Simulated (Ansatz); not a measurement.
Crystal: YbGe2Ru2.

```xyz
5
Lattice="-2.1015 2.1015 4.8815 2.1015 -2.1015 4.8815 2.1015 2.1015 -4.8815" Properties=species:S:1:pos:R:3 pbc="T T T"
Yb    0.0000    0.0000    0.0000
Ru    2.1015    0.0000    2.4407
Ru    0.0000    2.1015    2.4407
Ge    0.0000    0.0000    6.1019
Ge    0.0000    0.0000    3.6611
```

Base run:

* Program: Ansatz 0.2.0
* Functional: PBEsol
* Potentials or basis: Ansatz PAW
* Cutoff: 420 eV (not typed: the program's choice for these potentials)
* k mesh: 8 × 8 × 8
* Occupations: fermi-dirac, width 0.05 eV
* Spin: collinear spin, ferromagnetic start
* Starting moments: [0.7333333333, 0.7333333333, 0.7333333333, 0.0, 0.0] μB
* Fixed moment: 2.2 μB

Its results: pressure 0.5 GPa; site moments Yb +0.53; Ru +0.54; Ge +0.03 μB; largest force 0.245 eV/Å.

Q: The run is repeated on the same cell with these changes: fixed moment from 2.2 μB to 0.8 μB; moments at the start from [0.73, 0.73, 0.73, 0.0, 0.0] to [0.27, 0.27, 0.27, 0.0, 0.0]. What comes out?

A: Pressure -0.3 GPa; site moments Yb +0.30; Ru +0.18; Ge +0.01 μB; largest force 0.750 eV/Å.

Caveats: the cell's inner coordinates are idealised or old, which leaves forces on the atoms; the total moment is fixed, so each spin has its own Fermi level; the PAW data sets come from PBE, with cores solved anew for the run's functional, which leaves a small shift of forces and pressure; the thresholds are loose for stress.
